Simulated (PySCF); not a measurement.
# C8H16Si: circular dichroism and optical rotation, excited states, first hyperpolarisability

Aim: compute the circular dichroism and optical rotation, excited states, first hyperpolarisability of C8H16Si (`[SiH3]/C1=C\CCCCCC1`).

Computed with PySCF 2.14.0 and routines of our own; the level stands in each step. Atoms count from 0.

## 1. The system as given

25 atoms, charge 0, multiplicity 1; geometry from: GFN2-xTB.

## 2. Relaxing the molecule at PBE0-D3(BJ)/def2-SVP

What the job is given:

```
{"job": {"xc": "PBE0", "basis": "def2-SVP", "d3": "d3bj", "grid": 2, "kind": "geom"}, "charge": 0, "multiplicity": 1}
Si     2.258883    -0.235603     1.165703
C      1.204873    -0.374937    -0.386596
C      0.731642     0.652798    -1.094586
C      0.413032     1.977362    -0.511006
C     -1.077866     1.854147    -0.113387
C     -1.421796     0.567084     0.656072
C     -1.639096    -0.711090    -0.192234
C     -0.642286    -1.865856     0.016816
C      0.686931    -1.729617    -0.757340
H      3.119361     0.946793     1.083879
H      1.485806    -0.165166     2.414399
H      3.092541    -1.440492     1.228618
H      0.255024     0.462748    -2.052497
H      0.533468     2.803157    -1.214657
H      1.013741     2.170370     0.378202
H     -1.343464     2.713801     0.506616
H     -1.689810     1.901418    -1.017226
H     -0.648827     0.388489     1.402533
H     -2.348124     0.765194     1.201704
H     -1.668230    -0.454870    -1.251597
H     -2.627203    -1.107089     0.056448
H     -0.418889    -1.952560     1.082338
H     -1.125561    -2.796226    -0.294263
H      0.489946    -1.803143    -1.830019
H      1.354967    -2.542565    -0.468787
```

Run with:

```
$ OMP_NUM_THREADS=1 python excited_run.py task.json out
```

One launch serves the whole session: the jobs run in the order shown.

The log of the run:

```text
step   0  E = -603.13627081  max force = 0.015257
step   1  E = -603.13997967  max force = 0.002514
step   2  E = -603.14006806  max force = 0.000590
step   3  E = -603.14008725  max force = 0.001050
step   4  E = -603.14011667  max force = 0.000655
step   5  E = -603.14014869  max force = 0.000581
step   6  E = -603.14017313  max force = 0.000378
step   7  E = -603.14018488  max force = 0.000237
optimisation converged
```

Wall time 4.1 min (1 thread of Intel Xeon Platinum 8488C, shared host); peak memory 0.97 GiB.

Relaxation path:

```tsv
step	energy from step 0 (eV)	largest force component (eV/Å)
0	0.0000	0.7845
1	-0.1009	0.1293
2	-0.1033	0.0303
3	-0.1039	0.0540
4	-0.1047	0.0337
5	-0.1055	0.0299
6	-0.1062	0.0194
7	-0.1065	0.0122
```

Close pairs (by a distance rule), those that changed most:

```tsv
bond	before (Å)	after (Å)	change (Å)
Si0–H11	1.467	1.497	+0.030
Si0–H10	1.470	1.500	+0.030
Si0–H9	1.465	1.494	+0.029
C2–H12	1.087	1.102	+0.015
C5–H17	1.089	1.104	+0.014
C6–H19	1.090	1.104	+0.014
C7–H21	1.092	1.105	+0.013
C3–H14	1.090	1.103	+0.012
```

The next job starts from the end point, and lists it.

```tsv
at the end point	value
point group (found at 0.08 Å tolerance)	C1
rotational constants (GHz, main isotopes)	1.613, 1.285, 0.943
dipole moment (D)	1.42
```

## 3. Circular dichroism and optical rotation: TDDFT CAM-B3LYP/def2-SVPD

What the job is given:

```
{"job": {"kind": "ecd", "xc": "CAM-B3LYP", "basis": "def2-SVPD", "nstates": 12}, "charge": 0, "multiplicity": 1}
Si     2.190778    -0.301335     1.116943
C      1.178311    -0.465960    -0.456893
C      0.707792     0.583670    -1.155764
C      0.385821     1.909925    -0.573836
C     -1.105294     1.804790    -0.170274
C     -1.505954     0.539004     0.606837
C     -1.726306    -0.781407    -0.182089
C     -0.721569    -1.934476    -0.011726
C      0.603008    -1.810980    -0.795879
H      2.936172     0.992581     1.161461
H      1.372849    -0.402810     2.370513
H      3.178667    -1.425409     1.149861
H      0.189687     0.366014    -2.103183
H      0.520301     2.751080    -1.273262
H      0.997808     2.115466     0.320053
H     -1.368303     2.692072     0.430256
H     -1.723942     1.867324    -1.083310
H     -0.786954     0.366991     1.426188
H     -2.455557     0.781354     1.111277
H     -1.849136    -0.557539    -1.256496
H     -2.702514    -1.186668     0.130862
H     -0.495437    -2.047277     1.063741
H     -1.214629    -2.875802    -0.309731
H      0.389088    -1.872556    -1.877799
H      1.263369    -2.657124    -0.543067
```

Method: TDDFT CAM-B3LYP/def2-SVPD circular dichroism and optical rotation, one conformer, gas phase.

The log of the run:

```text
coarse grid: 20232 points
cycle   1  E = -603.3003599047  dE =  9.944e-01  |g| = 3.398e-01  |ddm| = 8.543e+00
cycle   2  E = -603.3157220529  dE = -1.536e-02  |g| = 2.814e-01  |ddm| = 1.345e+00
cycle   3  E = -603.3362444342  dE = -2.052e-02  |g| = 5.580e-02  |ddm| = 7.357e-01
cycle   4  E = -603.3370455264  dE = -8.011e-04  |g| = 1.850e-02  |ddm| = 1.815e-01
cycle   5  E = -603.3371234494  dE = -7.792e-05  |g| = 7.481e-03  |ddm| = 6.212e-02
cycle   6  E = -603.3371377260  dE = -1.428e-05  |g| = 1.056e-03  |ddm| = 1.756e-02
cycle   7  E = -603.3371381148  dE = -3.888e-07  |g| = 3.303e-04  |ddm| = 4.860e-03
final grid: 187544 points
cycle   8  E = -603.4450285084  dE = -8.871e-05  |g| = 4.106e-03  |ddm| = 2.357e-01
cycle   9  E = -603.4450307551  dE = -2.247e-06  |g| = 3.213e-03  |ddm| = 3.223e-02
cycle  10  E = -603.4450334822  dE = -2.727e-06  |g| = 6.095e-04  |ddm| = 6.997e-03
cycle  11  E = -603.4450335806  dE = -9.833e-08  |g| = 1.659e-04  |ddm| = 2.641e-03
cycle  12  E = -603.4450335885  dE = -7.978e-09  |g| = 5.518e-05  |ddm| = 9.715e-04
cycle  13  E = -603.4450335893  dE = -7.660e-10  |g| = 1.448e-05  |ddm| = 1.531e-04
converged SCF energy = -603.4450335893

Singlet excitations and rotatory strengths (1e-40 esu^2 cm^2)
state   eV       nm     f(len)   f(vel)    R(len)    R(vel)   main configurations
  1   5.7547   215.4  0.15245  0.14885   144.382   141.219   H->L 0.90
  2   6.7070   184.9  0.02401  0.02396   -66.049   -65.187   H-1->L 0.50, H->L+1 0.24
  3   6.8021   182.3  0.04237  0.04066   -24.202   -24.129   H->L+1 0.61, H-1->L 0.20
  4   6.9624   178.1  0.04701  0.04615   -64.455   -64.936   H->L+2 0.74
  5   7.0312   176.3  0.05995  0.05987   -19.475   -19.331   H->L+4 0.43, H->L+3 0.35
  6   7.3692   168.2  0.00900  0.00980     7.851     8.233   H->L+3 0.35, H->L+5 0.28, H->L+4 0.10
  7   7.5469   164.3  0.00741  0.00698    62.434    60.302   H-4->L 0.50, H-2->L 0.18
  8   7.6442   162.2  0.03502  0.03455     7.507     7.919   H->L+6 0.64, H->L+4 0.16, H->L+2 0.09
  9   7.7945   159.1  0.01520  0.01504    15.939    15.053   H->L+7 0.60, H->L+3 0.12, H->L+5 0.10
 10   7.8113   158.7  0.01165  0.01129     0.531     1.488   H->L+5 0.41, H->L+7 0.26, H->L+4 0.10
 11   7.9954   155.1  0.02380  0.02462    -9.310    -9.442   H-2->L 0.71, H-4->L 0.18
 12   8.1466   152.2  0.00248  0.00214    -6.351    -5.077   H-5->L 0.49, H-6->L 0.15, H->L+9 0.08

Specific rotation (deg / (dm g/mL))
    nm     length   length(OI)   velocity    alpha(len)  alpha(vel)
  633.0     356.00     354.78     351.21      122.539    122.451
  589.3     426.11     424.64     420.15      123.045    122.957
  546.0     519.86     518.05     512.27      123.683    123.594
  436.0     991.53     987.96     974.76      126.379    126.289
  405.0    1259.36    1254.76    1236.91      127.641    127.550
  365.0    1826.27    1819.44    1791.10      129.898    129.803
  355.0    2034.41    2026.75    1994.42      130.622    130.525
```

Wall time 6.2 min (1 thread of Intel Xeon Platinum 8488C, shared host); peak memory 1.5 GiB.

## 4. Excited states: TDA CAM-B3LYP/def2-SVPD

The job, as its differences from that of step 3:

```diff
@@ -1,2 +1,2 @@
-{"job": {"kind": "ecd", "xc": "CAM-B3LYP", "basis": "def2-SVPD", "nstates": 12}, "charge": 0, "multiplicity": 1}
+{"job": {"kind": "states", "xc": "CAM-B3LYP", "basis": "def2-SVPD", "tda": true, "soc": true, "nstates": 6, "ntriplets": 5, "nquad": 4}, "charge": 0, "multiplicity": 1}
 Si     2.190778    -0.301335     1.116943
```

Method: TDA CAM-B3LYP/def2-SVPD excited states, vertical, gas phase, spin-orbit mean-field couplings.

The log of the run:

```text
coarse grid: 20232 points
cycle   1  E = -603.3003599047  dE =  9.944e-01  |g| = 3.398e-01  |ddm| = 8.543e+00
cycle   2  E = -603.3157220530  dE = -1.536e-02  |g| = 2.814e-01  |ddm| = 1.345e+00
cycle   3  E = -603.3362444342  dE = -2.052e-02  |g| = 5.580e-02  |ddm| = 7.357e-01
cycle   4  E = -603.3370455264  dE = -8.011e-04  |g| = 1.850e-02  |ddm| = 1.815e-01
cycle   5  E = -603.3371234494  dE = -7.792e-05  |g| = 7.481e-03  |ddm| = 6.212e-02
cycle   6  E = -603.3371377260  dE = -1.428e-05  |g| = 1.056e-03  |ddm| = 1.756e-02
cycle   7  E = -603.3371381148  dE = -3.888e-07  |g| = 3.303e-04  |ddm| = 4.860e-03
final grid: 187544 points
cycle   8  E = -603.4450285084  dE = -8.871e-05  |g| = 4.106e-03  |ddm| = 2.357e-01
cycle   9  E = -603.4450307551  dE = -2.247e-06  |g| = 3.213e-03  |ddm| = 3.223e-02
cycle  10  E = -603.4450334822  dE = -2.727e-06  |g| = 6.095e-04  |ddm| = 6.997e-03
cycle  11  E = -603.4450335806  dE = -9.833e-08  |g| = 1.659e-04  |ddm| = 2.641e-03
cycle  12  E = -603.4450335885  dE = -7.975e-09  |g| = 5.518e-05  |ddm| = 9.715e-04
cycle  13  E = -603.4450335893  dE = -7.681e-10  |g| = 1.448e-05  |ddm| = 1.531e-04
converged SCF energy = -603.4450335893

Singlet excitations
state   eV       nm        f     d(h-e)  d(exc)  Lambda  PR(NTO)  |dmu|/D   mu/D   main configurations
  1   6.0302   205.6   0.16830   0.207   2.817   0.736   1.094    0.722    1.784   H->L 0.79, H-1->L 0.12
  2   6.7348   184.1   0.01806   0.653   3.585   0.407   1.744    2.912    2.976   H->L+1 0.46, H-1->L 0.26
  3   6.8405   181.3   0.05017   0.901   3.599   0.429   1.729    3.039    4.332   H->L+1 0.39, H-1->L 0.27, H->L+4 0.09
  4   6.9780   177.7   0.05283   0.838   3.757   0.346   1.151    1.880    2.310   H->L+2 0.67
  5   7.0711   175.3   0.13894   0.503   3.447   0.389   1.385                     H->L+4 0.39, H->L+3 0.28, H-1->L 0.14
  6   7.3781   168.0   0.00872   1.971   4.180   0.343   1.089                     H->L+3 0.37, H->L+5 0.27, H->L+4 0.09

Triplet excitations (Tamm-Dancoff)
state   eV     d(h-e)  d(exc)  Lambda  PR(NTO)   main configurations
  1   3.5006   0.089   2.327   0.744   1.007   H->L 0.87
  2   6.1626   0.426   2.678   0.549   1.017   H-1->L 0.78, H-4->L 0.10
  3   6.6592   0.496   3.871   0.324   1.030   H->L+1 0.75, H->L+5 0.08
  4   6.8186   0.900   3.686   0.331   1.029   H->L+2 0.55, H->L+4 0.26
  5   6.8927   1.165   3.572   0.347   1.040   H->L+4 0.29, H->L+3 0.28, H->L+2 0.14
S1 - T1 = 2.5296 eV

Spin-orbit couplings |<S|Hso|T>| (cm-1)
             T1       T2       T3       T4       T5
S0        2.381    3.244    2.949    2.301    8.385
S1        0.642    4.938    1.251    4.914    5.746
S2        3.021    1.981    0.987    0.644    1.243
S3        1.443    2.328    0.345    2.157    5.643
S4        2.424    1.878    1.319    5.347    5.866
S5        3.429    2.870    2.133    7.118    4.083
S6        3.881    2.277    0.621    3.942    1.784
T1 sublevels (cm-1): 0.000 0.000 0.000   radiative rates (1/s): 0.323 0.187 0.13
```

It took 2.3 min on 1 thread of Intel Xeon Platinum 8488C, shared host; peak memory 1.5 GiB.

From this job:

```tsv
quantity	value
S1 less T1	2.53 eV
```

## 5. Excited states: TDDFT CAM-B3LYP/def2-SVPD

The job, as its differences from that of step 4:

```diff
@@ -1,2 +1,2 @@
-{"job": {"kind": "states", "xc": "CAM-B3LYP", "basis": "def2-SVPD", "tda": true, "soc": true, "nstates": 6, "ntriplets": 5, "nquad": 4}, "charge": 0, "multiplicity": 1}
+{"job": {"kind": "states", "xc": "CAM-B3LYP", "basis": "def2-SVPD", "tpa": true, "nstates": 8, "nquad": 6, "ntriplets": 0}, "charge": 0, "multiplicity": 1}
 Si     2.190778    -0.301335     1.116943
```

Level: TDDFT CAM-B3LYP/def2-SVPD excited states, vertical, gas phase, two-photon moments by quadratic response.

The log of the run:

```text
coarse grid: 20232 points
cycle   1  E = -603.3003599047  dE =  9.944e-01  |g| = 3.398e-01  |ddm| = 8.543e+00
cycle   2  E = -603.3157220530  dE = -1.536e-02  |g| = 2.814e-01  |ddm| = 1.345e+00
cycle   3  E = -603.3362444342  dE = -2.052e-02  |g| = 5.580e-02  |ddm| = 7.357e-01
cycle   4  E = -603.3370455264  dE = -8.011e-04  |g| = 1.850e-02  |ddm| = 1.815e-01
cycle   5  E = -603.3371234494  dE = -7.792e-05  |g| = 7.481e-03  |ddm| = 6.212e-02
cycle   6  E = -603.3371377260  dE = -1.428e-05  |g| = 1.056e-03  |ddm| = 1.756e-02
cycle   7  E = -603.3371381148  dE = -3.888e-07  |g| = 3.303e-04  |ddm| = 4.860e-03
final grid: 187544 points
cycle   8  E = -603.4450285084  dE = -8.871e-05  |g| = 4.106e-03  |ddm| = 2.357e-01
cycle   9  E = -603.4450307551  dE = -2.247e-06  |g| = 3.213e-03  |ddm| = 3.223e-02
cycle  10  E = -603.4450334822  dE = -2.727e-06  |g| = 6.095e-04  |ddm| = 6.997e-03
cycle  11  E = -603.4450335806  dE = -9.833e-08  |g| = 1.659e-04  |ddm| = 2.641e-03
cycle  12  E = -603.4450335885  dE = -7.974e-09  |g| = 5.518e-05  |ddm| = 9.715e-04
cycle  13  E = -603.4450335893  dE = -7.692e-10  |g| = 1.448e-05  |ddm| = 1.531e-04
converged SCF energy = -603.4450335893

Singlet excitations
state   eV       nm        f     d(h-e)  d(exc)  Lambda  PR(NTO)  |dmu|/D   mu/D   delta(TPA)   sigma/GM   main configurations
  1   5.7550   215.4   0.15246   0.204   2.784   0.747   1.126    0.679    1.872        9.30      0.113   H->L 0.90
  2   6.7072   184.9   0.02394   0.570   3.268   0.469   1.924    2.199    2.317       26.60      0.438   H-1->L 0.50, H->L+1 0.24
  3   6.8023   182.3   0.04240   0.642   3.757   0.387   1.570    2.335    3.696       52.35      0.887   H->L+1 0.61, H-1->L 0.20
  4   6.9625   178.1   0.04701   0.711   3.778   0.336   1.120    1.410    1.887       12.19      0.216   H->L+2 0.74
  5   7.0313   176.3   0.06006   0.744   3.542   0.355   1.153    1.667    2.631       10.69      0.194   H->L+4 0.43, H->L+3 0.35
  6   7.3693   168.2   0.00900   2.002   4.188   0.345   1.095    7.592    8.766       46.85      0.932   H->L+3 0.35, H->L+5 0.28, H->L+4 0.10
  7   7.5470   164.3   0.00740   0.756   3.100   0.455   1.172                                            H-4->L 0.50, H-2->L 0.18
  8   7.6443   162.2   0.03502   1.010   4.089   0.347   1.100                                            H->L+6 0.64, H->L+4 0.16, H->L+2 0.09
```

Run time: 2.8 min. Hardware: 1 thread of Intel Xeon Platinum 8488C, shared host; peak memory 1.6 GiB.

## 6. First hyperpolarisability: quadratic response CAM-B3LYP/def2-SVPD

The job, as its differences from that of step 5:

```diff
@@ -1,2 +1,2 @@
-{"job": {"kind": "states", "xc": "CAM-B3LYP", "basis": "def2-SVPD", "tpa": true, "nstates": 8, "nquad": 6, "ntriplets": 0}, "charge": 0, "multiplicity": 1}
+{"job": {"kind": "beta", "xc": "CAM-B3LYP", "basis": "def2-SVPD"}, "charge": 0, "multiplicity": 1}
 Si     2.190778    -0.301335     1.116943
```

Level: quadratic response CAM-B3LYP/def2-SVPD first hyperpolarisability, Taylor convention, gas phase.

The log of the run:

```text
coarse grid: 20232 points
cycle   1  E = -603.3003599047  dE =  9.944e-01  |g| = 3.398e-01  |ddm| = 8.543e+00
cycle   2  E = -603.3157220530  dE = -1.536e-02  |g| = 2.814e-01  |ddm| = 1.345e+00
cycle   3  E = -603.3362444342  dE = -2.052e-02  |g| = 5.580e-02  |ddm| = 7.357e-01
cycle   4  E = -603.3370455264  dE = -8.011e-04  |g| = 1.850e-02  |ddm| = 1.815e-01
cycle   5  E = -603.3371234494  dE = -7.792e-05  |g| = 7.481e-03  |ddm| = 6.212e-02
cycle   6  E = -603.3371377260  dE = -1.428e-05  |g| = 1.056e-03  |ddm| = 1.756e-02
cycle   7  E = -603.3371381148  dE = -3.888e-07  |g| = 3.303e-04  |ddm| = 4.860e-03
final grid: 187544 points
cycle   8  E = -603.4450285084  dE = -8.871e-05  |g| = 4.106e-03  |ddm| = 2.357e-01
cycle   9  E = -603.4450307551  dE = -2.247e-06  |g| = 3.213e-03  |ddm| = 3.223e-02
cycle  10  E = -603.4450334822  dE = -2.727e-06  |g| = 6.095e-04  |ddm| = 6.997e-03
cycle  11  E = -603.4450335806  dE = -9.833e-08  |g| = 1.659e-04  |ddm| = 2.641e-03
cycle  12  E = -603.4450335885  dE = -7.974e-09  |g| = 5.518e-05  |ddm| = 9.715e-04
cycle  13  E = -603.4450335893  dE = -7.674e-10  |g| = 1.448e-05  |ddm| = 1.531e-04
converged SCF energy = -603.4450335893

Lowest singlets (eV, f): 5.7550 0.1525  6.7072 0.0239  6.8023 0.0424

First hyperpolarisability (au)
process     nm      |vector|   parallel      HRS      DR
static         -      133.63       79.6      56.02   4.801
shg       1907.0      138.54      82.52      58.23   4.775
eope      1907.0      135.23      80.55          -       -
shg       1064.0      150.69      89.76      63.76   4.711
eope      1064.0      138.90      82.74          -       -
```

It took 2.2 min on 1 thread of Intel Xeon Platinum 8488C, shared host; peak memory 1.5 GiB.

## 7. Results

| quantity | value |
| --- | --- |
| point group | C1 |
| rotational constants (main isotopes) | 1.61, 1.28, 0.94 GHz |
| state of largest rotatory strength (velocity form) among 12 (step 3, TDDFT CAM-B3LYP/def2-SVPD) | 5.75 eV, R = +141.2 (velocity), +144.4 (length) ·10⁻⁴⁰ esu² cm² |
| specific rotation at 633.0 nm (step 3, TDDFT CAM-B3LYP/def2-SVPD) | 351.2 (velocity), 356.0 (length) |
| S1 less T1 (step 4, TDA CAM-B3LYP/def2-SVPD) | 2.53 eV |
| β vector (step 6, quadratic response CAM-B3LYP/def2-SVPD) | static 134, SHG 1907.0 nm 139, SHG 1064.0 nm 151 au |

**Reading.** Over 7 steps the energy fell by 0.107 eV; of the close pairs, Si0–H11 changed most, 1.467 to 1.497 Å. Rotations belong to one conformer and to the handedness of the start; where its mirror image forms freely, a sample shows none. In step 4, the number of triplets below S1 is 1, and the largest singlet-triplet spin-orbit coupling is S0–T5, 8.38 cm⁻¹. β grows from 134 au (static) to 151 au for doubling at 1064.0 nm: normal dispersion, which grows as twice the photon energy moves toward the bright states.
